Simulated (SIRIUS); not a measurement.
## MgS: equation of state with PBEsol

MgS:

```
S Mg
1.0
     4.03462    0.00000    0.00000
    -2.01731    3.49409    0.00000
     0.00000    0.00000    6.43229
S Mg
2 2
Direct
  0.66667 0.33333 0.87924
  0.33333 0.66667 0.37924
  0.33333 0.66667 0.99575
  0.66667 0.33333 0.49575
```

The cell comes from a database or a generator and needn't be the stable form of this composition.

```
Program             : SIRIUS 7.12.0
Task                : equation of state
Functional          : PBEsol
Potentials or basis : all-electron FP-LAPW
Cutoff              : 167 eV
Basis               : apw+lo standard
k mesh              : 8 × 8 × 4
Occupations         : fermi-dirac, width 0.05 eV
Spin                : no spin polarisation
```

| Quantity | Value |
| --- | --- |
| Equilibrium volume | 22.53 Å³/atom |
| Bulk modulus at fixed shape and positions | 58 GPa |
| Pressure derivative of the bulk modulus | 4.0 |

Energy against volume, from the lowest point:
| volume (Å³/atom) | energy (meV/atom) |
| --- | --- |
| 21.309 | 12.96 |
| 21.763 | 4.88 |
| 22.216 | 0.63 |
| 22.670 | 0.00 |
| 23.123 | 2.49 |
| 23.576 | 7.91 |
| 24.030 | 15.90 |

All runs of the series together: 13 min on 1 thread of Arm Neoverse V2, on a shared host.

Caveat: the cell was scaled at fixed shape and fractional positions, which overstates the stiffness of a crystal with free parameters, most of all of layers and chains.
